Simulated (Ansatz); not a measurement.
**One shape, several levels: SiHCl3 (trichlorosilane)**

We compute a comparison of 6 runs (B3LYP/6-31G*, BHLYP/def2-SVPD, CAM-B3LYP/def2-SVPD, r2SCAN/def2-SVPD, wB97M-V/def2-SVPD, MP2/def2-SVPD) of SiHCl3 (trichlorosilane). 

The calculation is run with Ansatz 0.2.0.

44 further runs of the same task are left out: 2 that didn't finish, 42 set aside as unsound or not needed.

### Step 1. The system as given

SiHCl3: 5 atoms, total charge 0, spin state singlet. SMILES: `Cl[SiH](Cl)Cl`. The Si2–Cl3 distance was set to 3.653 Å, away from the relaxed value. At this shape a bond of the SMILES string is far longer than usual.

Bond lengths: Cl1–Si2 2.030 Å, Si2–Cl4 2.030 Å, Si2–H5 1.469 Å. Angles: Cl1–Si2–Cl4 109.5°, Cl1–Si2–H5 109.5°, Cl4–Si2–H5 109.4°. A long bond or contact: Si2–Cl3 3.653 Å.

### Step 2. A single-point energy at B3LYP/6-31G(d) (Cartesian functions) (run 1)

Input file molecule.yaml:

```yaml
crystal:
  periodic: [false, false, false]
  atoms:
    - {symbol: Cl, position_ang: [1.611732, -2.128501, 1.345252]}
    - {symbol: Si, position_ang: [-0.160498, -1.569761, 0.528812]}
    - {symbol: Cl, position_ang: [0.017700, 1.933700, -0.491290]}
    - {symbol: Cl, position_ang: [-0.555218, -2.727591, -1.090818]}
    - {symbol: H, position_ang: [-1.230508, -1.736131, 1.521522]}
basis:
  gaussian: {orbitals: "6-31G*"}
hamiltonian: {xc: {name: B3LYP}}
accuracy: high
output: {orbitals: {seedname: orbitals}}
```

Started as:

```sh
$ ansatz run molecule.yaml --threads 1 --pin off --max-ram 3480MiB --events-out events.jsonl --progress --plain --runs-dir runs
```

What it wrote:

```text
Warning: RAYON_NUM_THREADS=1 ignored (pool sized by the plan → 1); use --threads N
Functional definition: B3LYP
  name "B3LYP"
  parameter a0 = 0.2
  parameter ax = 0.72
  parameter ac = 0.81
  exchange = (1 - a0 - ax)*slater_x + ax*b88_x + a0*exact_x
  correlation = (1 - ac)*vwn_rpa_c + ac*lyp_c
1482 factors; integrals over basis functions are off by at most 3.2e-9 eV
mean field evaluation 1: about -45457.7936 eV, gradient 2.8e1 eV
mean field evaluation 2: about -45260.1918 eV, gradient 1.4e2 eV
mean field evaluation 4: about -45459.7555 eV, gradient 2.0e1 eV
mean field evaluation 8: about -45461.6906 eV, gradient 2.4e-1 eV
mean field evaluation 16: about -45461.7448 eV, gradient 2.5e-4 eV
mean field -45461.74483715 eV, -1670.6883076878 hartree, gradient 2.9e-8 eV, S^2 0.000000; 0 other end points of the search recorded, 0 dependent functions left out
reference -45461.74487976 eV, -1670.6883092538 hartree; 33, 33 occupied and 45, 45 virtual orbitals, 1482 factors
Total energy: -45461.74487976 eV, -1670.6883092538 hartree
```

Wall time 3.9 s (1 thread of Intel Xeon 6975P-C (Granite Rapids), shared host); peak memory 0.26 GiB.

### Step 3. A single-point energy at BHLYP/def2-SVPD (run 2)

Input file run.yaml:

```yaml
crystal:
  periodic: [false, false, false]
  atoms:
    - {symbol: Cl, position_ang: [1.611732, -2.128501, 1.345252]}
    - {symbol: Si, position_ang: [-0.160498, -1.569761, 0.528812]}
    - {symbol: Cl, position_ang: [0.017700, 1.933700, -0.491290]}
    - {symbol: Cl, position_ang: [-0.555218, -2.727591, -1.090818]}
    - {symbol: H, position_ang: [-1.230508, -1.736131, 1.521522]}
basis:
  gaussian:
    orbitals: def2-SVPD
hamiltonian:
  xc: {name: BHLYP}
magnetization:
  spin_polarized: false
output:
  orbitals: {seedname: orbitals}
accuracy: high
```

Started as:

```sh
$ ansatz run run.yaml --threads 1 --pin off --max-ram 3480MiB --events-out events.jsonl --progress --plain --runs-dir runs
```

What it wrote:

```text
Warning: RAYON_NUM_THREADS=1 ignored (pool sized by the plan → 1); use --threads N
Functional definition: BHLYP
  name "BHLYP"
  parameter a = 0.5
  exchange = (1 - a)*b88_x + a*exact_x
  correlation = lyp_c
2076 factors; integrals over basis functions are off by at most 3.7e-9 eV
mean field evaluation 1: about -45444.1445 eV, gradient 2.9e1 eV
mean field evaluation 2: about -45422.6943 eV, gradient 7.2e1 eV
mean field evaluation 4: about -45447.7042 eV, gradient 5.7e0 eV
mean field evaluation 8: about -45448.0170 eV, gradient 1.6e0 eV
mean field evaluation 16: about -45448.0311 eV, gradient 1.8e-3 eV
mean field -45448.03114994 eV, -1670.1843389785 hartree, gradient 5.1e-8 eV, S^2 0.000000; 0 other end points of the search recorded, 0 dependent functions left out
reference -45448.03117573 eV, -1670.1843399262 hartree; 33, 33 occupied and 80, 80 virtual orbitals, 2076 factors
Total energy: -45448.03117573 eV, -1670.1843399262 hartree
```

It took 7.5 s on 1 thread of Intel Xeon 6975P-C (Granite Rapids), shared host; peak memory 0.43 GiB.

Runs 3 to 5 aren't shown in full; the table further down has their settings and results.

### Step 4. A single-point energy at MP2/def2-SVPD (run 6)

Input file molecule.yaml:

```yaml
basis:
  gaussian:
    orbitals: def2-SVPD
crystal:
  periodic: [false, false, false]
  atoms:
    - symbol: Cl
      position_ang: [1.611732, -2.128501, 1.345252]
    - symbol: Si
      position_ang: [-0.160498, -1.569761, 0.528812]
    - symbol: Cl
      position_ang: [0.017700, 1.933700, -0.491290]
    - symbol: Cl
      position_ang: [-0.555218, -2.727591, -1.090818]
    - symbol: H
      position_ang: [-1.230508, -1.736131, 1.521522]
total_charge: 0
correlation:
  method: mp2
  frozen_orbitals: {Cl: 5, H: 0, Si: 5}
accuracy: high
```

Started as:

```sh
$ ansatz run molecule.yaml --threads 1 --pin off --max-ram 3480MiB --events-out events.jsonl --progress --plain --runs-dir runs
```

What it wrote:

```text
Warning: RAYON_NUM_THREADS=1 ignored (pool sized by the plan → 1); use --threads N
Functional definition: HF
  name "HF"
  exchange = exact_x
  correlation = 0
2076 factors; integrals over basis functions are off by at most 3.7e-9 eV
mean field evaluation 1: about -45371.1399 eV, gradient 2.9e1 eV
mean field evaluation 2: about -45371.1911 eV, gradient 2.9e1 eV
mean field evaluation 4: about -45374.7693 eV, gradient 2.8e0 eV
mean field evaluation 8: about -45374.8395 eV, gradient 9.4e-2 eV
mean field evaluation 16: about -45374.8396 eV, gradient 7.4e-8 eV
mean field -45374.83958691 eV, -1667.4945986480 hartree, gradient 7.4e-8 eV, S^2 0.000000; 0 other end points of the search recorded, 0 dependent functions left out; unrestricted orbitals would lower it
unrestricted determinant -45376.01498691 eV, -1667.5377938013 hartree, S^2 0.9259
20 core orbitals not correlated: weight in the atoms' cores, before any rotation towards them, 1.000 or more for the frozen orbitals, at most 0.000 for the correlated occupied ones
reference -45374.83958691 eV, -1667.4945986480 hartree; 13, 13 occupied and 80, 80 virtual orbitals, 2076 factors
second order -14.80987137 eV of doubles, -0.00000000 eV of singles
Total energy: -45389.64945828 eV, -1668.0388513824 hartree
```

Wall time 7.5 s (1 thread of Intel Xeon 6975P-C (Granite Rapids), shared host); peak memory 0.48 GiB.

### Step 5. The series

```
run                               level  Cartesian functions  frozen core orbitals   energy (Eh)  HOMO energy (eV)  LUMO energy (eV)  HOMO–LUMO gap (eV)  wall time
  1  B3LYP/6-31G* (Cartesian functions)                  yes                     –  -1670.688309             -7.16             -5.39                1.77      3.9 s
  2                     BHLYP/def2-SVPD                   no                     –  -1670.184340             -8.60             -4.67                3.94      7.5 s
  3                 CAM-B3LYP/def2-SVPD                   no                     –  -1670.228328             -8.78             -4.47                4.31      8.7 s
  4                    r2SCAN/def2-SVPD                   no                     –  -1670.088664             -6.51             -5.88                0.63       11 s
  5                   wB97M-V/def2-SVPD                   no                     –  -1670.108377             -9.61             -3.66                5.95       48 s
  6                       MP2/def2-SVPD                   no                    20  -1668.038851                 –                 –                   –      7.5 s
```

### Step 6. Summary of results

| quantity | value |
| --- | --- |
| run 6: total energy | -1668.03885 Eh |
| run 6: correlation energy (20 core orbitals frozen) | -544.3 mEh |

What this shows: Over runs 1, 2, 3, 4, 5 the HOMO–LUMO gap runs from 0.63 eV (r2SCAN/def2-SVPD) to 5.95 eV (wB97M-V/def2-SVPD). Totals of different functionals can't be ranked against each other. In run 6 the log says that unrestricted orbitals would lower the reference, so the values rest on an unstable closed-shell determinant (other closed-shell runs at this shape may share the fault). In runs 1, 2, 3, 4, 5, 6 a closed-shell determinant meets a far-stretched bond, which it describes badly. All runs together took 86 s, the longest 48 s.
